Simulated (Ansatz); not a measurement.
**CH₃NOSi: up Jacob's ladder to CCSD(T)**

How much do the methods differ for CH₃NOSi? The plan is to run it at one geometry with functionals of several rungs and with coupled cluster. The yardstick is the atomisation energy at the CCSD(T) limit.

Computed with Ansatz 0.2.0, Gaussian basis. Level: functionals in def2-TZVPP, the program's frozen cores in correlated methods.

The runs, in order: LDA (SPW92), PBE-D4, revPBE-D4, BLYP-D4, r2SCAN-D4, B97M-V, PBE0-D4, B3LYP-D4, r2SCANh-D4, r2SCAN0-D4, HSE06-D4, BHLYP-D4, CAM-B3LYP-D4, LC-ωPBE, ωB97X-V, ωB97M-V, B2PLYP, PBE-QIDH; CCSD(T)/def2-SVP; CCSD(T)/def2-TZVPP; MP2/def2-QZVPP; extrapolation to the limit; RPA on PBE.

## 1. Structure used throughout

The geometry comes from an earlier relaxation with PBE0-D4 in a triple-zeta def2 set; it is a stationary point, not always the lowest conformer.

SMILES `O[SiH]1C=N1`, 7 atoms, charge 0, spin multiplicity 1.

Atoms are counted from 1 here; the program's logs count them from 0.

Bond lengths: O1–Si2 1.630 Å, O1–H5 0.959 Å, Si2–C3 1.763 Å, Si2–N4 1.764 Å, Si2–H6 1.466 Å, C3–N4 1.292 Å, C3–H7 1.093 Å. Angles: Si2–O1–H5 118.2°, O1–Si2–C3 125.9°, O1–Si2–N4 121.7°, O1–Si2–H6 106.7°, C3–Si2–N4 43.0°, C3–Si2–H6 125.1°, N4–Si2–H6 120.7°, Si2–C3–N4 68.6°, Si2–C3–H7 164.3°, N4–C3–H7 127.0°, Si2–N4–C3 68.4°.

As a file:

```mol
CH3NOSi
  3D, bonds by distance, orders not assigned

  7  7  0  0  0  0  0  0  0  0999 V2000
   -0.9573    1.0896   -1.0047 O   0  0
   -0.0112    0.5517    0.2088 Si  0  0
    0.7968   -1.0135    0.2746 C   0  0
   -0.2874   -1.0119    0.9780 N   0  0
   -1.3116    0.4471   -1.6223 H   0  0
    0.3583    1.7247    1.0075 H   0  0
    1.4739   -1.8557    0.1125 H   0  0
  1  2  8  0
  2  3  8  0
  3  4  8  0
  1  5  8  0
  2  6  8  0
  3  7  8  0
  2  4  8  0
M  END
```

## 2. LDA

This LDA is Slater exchange with PW92 correlation.

File in.yaml:

```yaml
crystal:
  periodic: [false, false, false]
  atoms:
    - {symbol: O, position_ang: [-0.957331, 1.089631, -1.004716]}
    - {symbol: Si, position_ang: [-0.011209, 0.551706, 0.208791]}
    - {symbol: C, position_ang: [0.796751, -1.013501, 0.274587]}
    - {symbol: N, position_ang: [-0.287427, -1.011863, 0.978033]}
    - {symbol: H, position_ang: [-1.311645, 0.447071, -1.622313]}
    - {symbol: H, position_ang: [0.358257, 1.724688, 1.007453]}
    - {symbol: H, position_ang: [1.473905, -1.855731, 0.112466]}
basis:
  gaussian: {orbitals: def2-TZVPP}
hamiltonian: {xc: lda}
output: {orbitals: {seedname: orbitals}}
```

The run is started by

```
ansatz run in.yaml --threads 2 --pin off --events-out ev --progress --plain --max-ram 4352MiB
```

After this run come: PBE-D4 (GGA); revPBE-D4 (GGA); BLYP-D4 (GGA); r2SCAN-D4 (meta-GGA); B97M-V (meta-GGA); PBE0-D4 (hybrid); B3LYP-D4 (hybrid); r2SCANh-D4 (hybrid); r2SCAN0-D4 (hybrid); HSE06-D4 (hybrid); BHLYP-D4 (hybrid); CAM-B3LYP-D4 (range-separated); LC-ωPBE (range-separated); ωB97X-V (range-separated); ωB97M-V (range-separated); B2PLYP (double hybrid); PBE-QIDH (double hybrid); CCSD(T) in def2-SVP; CCSD(T) in def2-TZVPP; MP2 in def2-QZVPP; RPA on PBE orbitals.

Before running them: what should the planned runs give, taken together? Wanted: atomisation energy, CCSD(T)/CBS; farthest beyond LDA; mean size of error, GGA; mean size of error, meta-GGA; mean size of error, hybrid; mean size of error, range-separated; mean size of error, double hybrid; gap, smallest and largest; T1 diagnostic.

The runs gave:

| quantity | value |
| --- | --- |
| atomisation energy, CCSD(T)/CBS | 642.2 kcal/mol |
| functionals within 3.2 kcal/mol (0.5 %) | revPBE-D4, r2SCAN-D4, B97M-V, PBE0-D4, B3LYP-D4, HSE06-D4, CAM-B3LYP-D4, LC-ωPBE, ωB97X-V |
| farthest beyond LDA | BHLYP-D4 (-31.3 kcal/mol) |
| mean size of error, GGA | 8.0 kcal/mol |
| mean size of error, meta-GGA | 1.0 kcal/mol |
| mean size of error, hybrid | 10.6 kcal/mol |
| mean size of error, range-separated | 2.5 kcal/mol |
| mean size of error, double hybrid | 8.3 kcal/mol |
| gap, smallest and largest | 3.09 eV (LDA (SPW92)), 10.85 eV (LC-ωPBE) |
| T1 diagnostic | 0.0138 |
| triples share of the correlation energy | 4.3 % |

What this shows: The LDA atomisation energy is off by 106.2 kcal/mol (17 %): it overbinds. PBE-D4 is off by +18.7 kcal/mol. Double hybrids carry the basis error of their MP2 part in triple zeta, and no dispersion term here, so their miss is partly the set-up's. The rungs meta-GGA, range-separated miss on average by less than the doubt on the reference (3.2 kcal/mol), so they tie. Misses under about 3.2 kcal/mol are within the doubt on the reference itself, which lacks core-valence correlation, relativity and higher excitations. Hartree-Fock recovers 66 % of the binding; the rest is correlation. CCSD(T) in def2-SVP is off by -56.5 kcal/mol, more than most functionals: a good method in a small basis is no reference. Orbital gaps span 3.1 to 10.9 eV; exact exchange widens them.
